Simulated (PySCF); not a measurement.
# MnBr6 (-3): ligand-field states, spin distribution, part 2 of 2

PySCF 2.14.0. Atoms count from 0. Earlier steps stand in the parts before.

## (4) Ligand-field states: state-averaged CASSCF (avg hs) in acetonitrile

The job: settings as JSON, then the geometry in Å.

```
{"job": {"kind": "lf", "basis": {"metal": "x2c-TZVPall", "ligand": "x2c-SVPall"}, "nevpt": true, "tol": 5, "solvent": "acetonitrile", "avg": "hs"}, "charge": -3, "metal": "Mn", "open_shell": "d4"}
Mn     0.000000     0.000000     0.000000
Br     2.731850    -0.004090    -0.014259
Br    -2.730514     0.004443     0.014106
Br    -0.003585     2.722500    -0.001966
Br     0.004921    -2.722147     0.001813
Br    -0.012358    -0.001565     2.508397
Br     0.013694     0.001917    -2.508550
```

Method: state-averaged CASSCF of the metal d shell, SC-NEVPT2 on the averaged canonical orbitals, state-interaction spin-orbit coupling.

Output:

```text
basis functions 240, electrons 238, active (4e, 5o)
stage 1: DIIS on the effective Fock matrix, level shift 0.30
cycle   1  E = -16775.1763957295  dE = -1.678e+04  max|g| = 3.202e+00
cycle   2  E = -16780.7971998185  dE = -5.621e+00  max|g| = 1.288e+00
cycle   3  E = -16781.8491185357  dE = -1.052e+00  max|g| = 3.876e-01
cycle   4  E = -16781.7828034493  dE =  6.632e-02  max|g| = 2.209e-01
cycle   5  E = -16779.9269959238  dE =  1.856e+00  max|g| = 1.489e+00
cycle   6  E = -16775.8503216576  dE =  4.077e+00  max|g| = 2.474e+00
cycle   7  E = -16774.1045226299  dE =  1.746e+00  max|g| = 3.360e+00
cycle   8  E = -16774.1060453009  dE = -1.523e-03  max|g| = 2.796e+00
cycle   9  E = -16774.1818205220  dE = -7.578e-02  max|g| = 2.533e+00
cycle  10  E = -16774.3174814900  dE = -1.357e-01  max|g| = 2.590e+00
cycle  11  E = -16774.3680794193  dE = -5.060e-02  max|g| = 2.642e+00
cycle  12  E = -16774.4124637725  dE = -4.438e-02  max|g| = 2.679e+00
cycle  13  E = -16774.5930554114  dE = -1.806e-01  max|g| = 2.731e+00
cycle  14  E = -16774.8833255609  dE = -2.903e-01  max|g| = 2.740e+00
cycle  15  E = -16781.0731894068  dE = -6.190e+00  max|g| = 6.512e-01
stage 2: quasi-Newton rotations from the point of smallest gradient
cycle  17  E = -16781.8950853229  dE = -1.123e-01  max|g| = 6.265e-02
cycle  18  E = -16781.9010068560  dE = -5.922e-03  max|g| = 1.030e-01
cycle  19  E = -16781.9096760743  dE = -8.669e-03  max|g| = 1.665e-02
cycle  20  E = -16781.9099244004  dE = -2.483e-04  max|g| = 2.683e-03
cycle  21  E = -16781.9099515967  dE = -2.720e-05  max|g| = 1.002e-03
cycle  22  E = -16781.9099541816  dE = -2.585e-06  max|g| = 3.380e-04
cycle  23  E = -16781.9099545369  dE = -3.553e-07  max|g| = 1.307e-04
cycle  24  E = -16781.9099545786  dE = -4.167e-08  max|g| = 5.027e-05
cycle  25  E = -16781.9099545869  dE = -8.382e-09  max|g| = 1.287e-05
cycle  26  E = -16781.9099545874  dE = -4.875e-10  max|g| = 5.340e-06
converged average energy = -16781.9099545874

 mult deg   label        CASSCF/cm-1   NEVPT2/cm-1
   5   1   5Ag                 0.0           0.0
   5   1   5Ag              4426.0        5512.4
   5   1   5Ag             10708.3       14691.6
   5   1   5Ag             10739.1       14723.3
   3   1   3Ag             19436.7       15066.1
   3   1   3Ag             19875.7       15894.2
   5   1   5Ag             11702.0       15897.7
   3   1   3Ag             19888.8       15917.3
   3   1   3Ag             22814.7       21663.7
   3   1   3Ag             25528.3       23438.2
   3   1   3Ag             25536.4       23459.4
   3   1   3Ag             24943.9       24362.6
   3   1   3Ag             25879.3       24372.2
   1   1   1Ag             30523.8       26002.4
   3   1   3Ag             27155.9       26110.4
   1   1   1Ag             31439.9       26238.8
   1   1   1Ag             31412.4       26242.6
   3   1   3Ag             29126.3       26247.1
   3   1   3Ag             28886.3       27289.7
   3   1   3Ag             27901.2       27320.9
   3   1   3Ag             27907.8       27339.2
   1   1   1Ag             30971.4       27396.7
   1   1   1Ag             31971.5       28337.6
   1   1   1Ag             35653.3       31083.9
   3   1   3Ag             32844.0       31229.1
   3   1   3Ag             30778.0       31658.8
   3   1   3Ag             33123.0       31755.7
   1   1   1Ag             35040.5       31898.1
   1   1   1Ag             36026.9       33759.2
   1   1   1Ag             36110.4       33885.1
   3   1   3Ag             34438.5       34276.7
   1   1   1Ag             35850.8       34422.8
   3   1   3Ag             34589.2       34520.6
   3   1   3Ag             33229.1       34528.2
   3   1   3Ag             32549.7       34573.5
   3   1   3Ag             32564.6       34575.0
   3   1   3Ag             34483.3       34656.3
   3   1   3Ag             33192.9       34683.2
   3   1   3Ag             34041.6       35881.0
   1   1   1Ag             37885.7       36269.4
   1   1   1Ag             38094.9       36660.4
   1   1   1Ag             38123.4       36705.5
   1   1   1Ag             41999.7       39189.9
   3   1   3Ag             41633.6       39371.2
   1   1   1Ag             41098.9       39420.7
   3   1   3Ag             37983.4       39430.6
   3   1   3Ag             37997.7       39449.6
   3   1   3Ag             38365.2       39698.5
   3   1   3Ag             42967.3       39974.9
   3   1   3Ag             43455.8       40273.0
   3   1   3Ag             43481.0       40283.4
   3   1   3Ag             42496.5       40723.2
   1   1   1Ag             44565.9       40839.7
   3   1   3Ag             40106.1       42427.9
   3   1   3Ag             40197.1       42561.2
   1   1   1Ag             42275.1       43584.6
   1   1   1Ag             42703.1       44294.0
   1   1   1Ag             42720.0       44317.3
   1   1   1Ag             46460.9       44387.2
   3   1   3Ag             41249.0       44675.1

spin-orbit levels / cm-1
      0.00  x1  5Ag 1.00
      2.76  x1  5Ag 1.00
      3.14  x1  5Ag 1.00
     11.72  x2  5Ag 1.00
   5506.40  x1  5Ag 1.00
   5506.44  x1  5Ag 1.00
   5516.48  x1  5Ag 1.00
   5516.95  x1  5Ag 1.00
   5520.15  x1  5Ag 1.00
  14525.73  x1  5Ag 0.54 5Ag 0.46
  14525.75  x1  5Ag 0.54 5Ag 0.46
  14606.24  x1  5Ag 0.57 5Ag 0.42
  14608.13  x1  5Ag 0.59 5Ag 0.40
  14679.03  x1  5Ag 0.98
  14709.91  x1  5Ag 0.97
  14767.81  x1  5Ag 0.58 5Ag 0.39 5Ag 0.04
  14814.52  x1  5Ag 0.57 5Ag 0.42
  14891.80  x1  5Ag 0.53 5Ag 0.46
  14892.16  x1  5Ag 0.54 5Ag 0.45
  15041.87  x1  3Ag 0.96
  15066.24  x1  3Ag 0.99
  15066.83  x1  3Ag 0.99
  15844.27  x1  3Ag 0.55 3Ag 0.39 5Ag 0.07
  15860.01  x1  3Ag 0.51 3Ag 0.36 5Ag 0.10
  15902.24  x1  3Ag 0.77 5Ag 0.21
  15917.48  x1  3Ag 0.55 5Ag 0.43
  15924.49  x1  5Ag 0.92 3Ag 0.05
  15925.82  x1  5Ag 0.89 3Ag 0.07 3Ag 0.03
  15937.50  x1  5Ag 0.82 3Ag 0.10 3Ag 0.05
  15948.89  x1  5Ag 0.76 3Ag 0.21
```

It took 2 min on 1 thread of Arm Neoverse V1, shared host; peak memory 0.78 GiB.

Key values:

```tsv
quantity	value
spin-orbit constant ζ	307 cm⁻¹
```

Powder susceptibility:

```tsv
T (K)	χT (cm³ K/mol)	μ(eff)
2	2.119	4.12
20	2.923	4.83
100	2.959	4.87
300	2.972	4.88
```

## (5) Ligand field across the series

From the NEVPT2 states (cm⁻¹; the spread is that of the fitted one-electron ligand-field levels):

```tsv
step	setting	ground state	next state	orbital spread	Racah B	ζ	μ(eff), 300 K
2	as given	5Ag	5Ag at 5816	11218	901	282	4.88
4	avg hs	5Ag	5Ag at 5512	10413	910	307	4.88
```

## (6) Summary of results

This closing draws on all 2 parts.

```
                                                                 quantity       value
    spin-orbit constant ζ (step 2, state-averaged CASSCF in acetonitrile)    282 cm⁻¹
ground multiplicity, μ(eff) at 300 K (step 2, 6 donors at 2.51 to 2.73 Å)  5, 4.88 μB
ground multiplicity, μ(eff) at 300 K (step 4, 6 donors at 2.51 to 2.73 Å)  5, 4.88 μB
```

**Reading.** In step 2, χT goes from 2.26 at 2 K to 2.98 cm³ K/mol at 300 K, as higher levels fill or mix in. The geometry comes from tight binding, which is rough for metal atoms, and these values hang on it. The spread of the ligand-field levels runs from 10413 cm⁻¹ (avg hs) to 11218 cm⁻¹ (as given); μ(eff) at 300 K: 4.88 μB.
